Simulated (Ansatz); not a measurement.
# C₃H₇FGe: a ladder of functionals and wavefunction methods

An exercise on one series of results from a longer session: the logs are not shown, and one member is left open.

The runs use Ansatz 0.2.0, Gaussian basis; functionals in def2-TZVPP, the program's frozen cores in correlated methods.

The runs, in order: LDA (SPW92), PBE-D4, revPBE-D4, BLYP-D4, r2SCAN-D4, B97M-V, PBE0-D4, B3LYP-D4, r2SCANh-D4, r2SCAN0-D4, HSE06-D4, BHLYP-D4, CAM-B3LYP-D4, LC-ωPBE, ωB97X-V, ωB97M-V, B2PLYP, PBE-QIDH; CCSD(T)/def2-SVP; CCSD(T)/def2-TZVPP; MP2/def2-QZVPP; extrapolation to the limit; RPA on PBE.

## The geometry

All runs share one geometry, relaxed beforehand with PBE0-D4 in a triple-zeta def2 set.

12 atoms, charge 0, spin multiplicity 1.

Atoms are counted from 1 here; the program's logs count them from 0.

Bond lengths: C1–C2 1.525 Å, C1–H6 1.093 Å, C1–H7 1.096 Å, C1–H8 1.095 Å, C2–C3 1.525 Å, C2–Ge4 2.002 Å, C2–H9 1.097 Å, C3–H10 1.096 Å, C3–H11 1.095 Å, C3–H12 1.093 Å, Ge4–F5 1.769 Å. Angles: C2–C1–H6 110.9°, C2–C1–H7 110.9°, C2–C1–H8 112.6°, H6–C1–H7 107.6°, H6–C1–H8 107.7°, H7–C1–H8 107.0°, C1–C2–C3 111.9°, C1–C2–Ge4 109.8°, C1–C2–H9 109.4°, C3–C2–Ge4 109.7°, C3–C2–H9 109.4°, Ge4–C2–H9 106.6°, C2–C3–H10 110.9°, C2–C3–H11 112.6°, C2–C3–H12 110.9°, H10–C3–H11 107.0°, H10–C3–H12 107.6°, H11–C3–H12 107.7° and more.

As a file:

```tsv
atom	x (Å)	y (Å)	z (Å)
C1	-0.7522	0.0831	1.0966
C2	0.0571	-0.6138	0.0082
C3	1.2370	0.2351	-0.4534
Ge4	-1.1242	-1.0321	-1.5536
F5	-1.5327	0.6540	-1.9018
H6	-1.1643	1.0275	0.7316
H7	-0.1244	0.3100	1.9657
H8	-1.5866	-0.5280	1.4561
H9	0.4264	-1.5751	0.3876
H10	1.9054	0.4637	0.3844
H11	1.8418	-0.2652	-1.2170
H12	0.8938	1.1855	-0.8704
```

Set-up of the first run:

Input file in.yaml:

```yaml
crystal:
  periodic: [false, false, false]
  atoms:
    - {symbol: C, position_ang: [-0.752238, 0.083098, 1.096622]}
    - {symbol: C, position_ang: [0.057126, -0.613769, 0.008197]}
    - {symbol: C, position_ang: [1.237047, 0.235101, -0.453426]}
    - {symbol: Ge, position_ang: [-1.124226, -1.032131, -1.553597]}
    - {symbol: F, position_ang: [-1.532678, 0.653993, -1.901753]}
    - {symbol: H, position_ang: [-1.164254, 1.027526, 0.731592]}
    - {symbol: H, position_ang: [-0.124446, 0.310039, 1.965709]}
    - {symbol: H, position_ang: [-1.586645, -0.528024, 1.456146]}
    - {symbol: H, position_ang: [0.426424, -1.575112, 0.387561]}
    - {symbol: H, position_ang: [1.905433, 0.463707, 0.384381]}
    - {symbol: H, position_ang: [1.841754, -0.265236, -1.217005]}
    - {symbol: H, position_ang: [0.893803, 1.185509, -0.870424]}
basis:
  gaussian: {orbitals: def2-TZVPP}
hamiltonian: {xc: lda}
output: {orbitals: {seedname: orbitals}}
```

Steps of the session up to this table: LDA; PBE-D4 (GGA); revPBE-D4 (GGA); BLYP-D4 (GGA); r2SCAN-D4 (meta-GGA); B97M-V (meta-GGA); PBE0-D4 (hybrid); B3LYP-D4 (hybrid); r2SCANh-D4 (hybrid); r2SCAN0-D4 (hybrid); HSE06-D4 (hybrid); BHLYP-D4 (hybrid); CAM-B3LYP-D4 (range-separated); LC-ωPBE-D4 (range-separated; the results give it without D4); ωB97X-V (range-separated); ωB97M-V (range-separated); B2PLYP (double hybrid); PBE-QIDH (double hybrid).

One table of the session follows, with a row left open; its other results are not shown here.

It belongs to the step «Frontier levels by functional». 

```
  functional  HOMO (eV)  LUMO (eV)  gap (eV)
 LDA (SPW92)      -5.47      -3.44      2.03
      PBE-D4      -5.33      -3.17      2.16
   revPBE-D4          ?          ?         ?
     BLYP-D4      -5.22      -3.10      2.12
   r2SCAN-D4      -5.56      -3.10      2.46
      B97M-V      -5.60      -3.08      2.53
     PBE0-D4      -6.42      -2.36      4.06
    B3LYP-D4      -6.26      -2.62      3.64
  r2SCANh-D4      -5.97      -2.79      3.17
  r2SCAN0-D4      -6.58      -2.33      4.24
    HSE06-D4      -6.03      -2.73      3.30
    BHLYP-D4      -7.43      -1.52      5.90
CAM-B3LYP-D4      -7.71      -1.34      6.37
     LC-ωPBE      -8.95      -0.13      8.82
     ωB97X-V      -8.64      -0.27      8.36
     ωB97M-V      -8.53      -0.40      8.12
```

**Question.** Estimate the row for revPBE-D4.

**Answer.** HOMO (eV): -5.27; LUMO (eV): -3.05; gap (eV): 2.22. In the column «HOMO (eV)» it lies between PBE-D4 (-5.33) and BLYP-D4 (-5.22).
